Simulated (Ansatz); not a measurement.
# V: the cost of one run

Method: DFT PBEsol, scalar-relativistic, plane waves, PAW, in Ansatz 0.2.0.

## Step 1: The starting structure

Symmetry: Im-3m, No. 229, cubic system. Conventional cell: a = 3.026 Å, b = 3.026 Å, c = 3.026 Å, α = 90.00°, β = 90.00°, γ = 90.00°. V (site symmetry m-3m) is surrounded by 8 V at 2.62 Å.

Coordinates:

```
V
1.0
    -1.51300    1.51300    1.51300
     1.51300   -1.51300    1.51300
     1.51300    1.51300   -1.51300
V
1
Direct
  0.00000 0.00000 0.00000
```

The cell is taken as given, not relaxed at this level.

## Step 2: Zero of the scan

File input.yaml:

```yaml
crystal:
  lattice:
    - [-1.513, 1.513, 1.513]
    - [1.513, -1.513, 1.513]
    - [1.513, 1.513, -1.513]
  atoms:
    - { symbol: V, position: [0.0, 0.0, 0.0] }
basis:
  ecutwfc: 420
kpoints:
  mp_grid: { grid: [22, 22, 22] }
hamiltonian:
  xc: pbesol
scf:
  occupations: { method: gaussian, width: 0.15 }
output:
  forces: true
  stress: true
  eigenvalues: true
```

**Question.** How long does this run take on 1 thread of an Arm CPU, shared host, and how much memory does it need?

About 3.1 s, with a peak of 0.32 GiB.
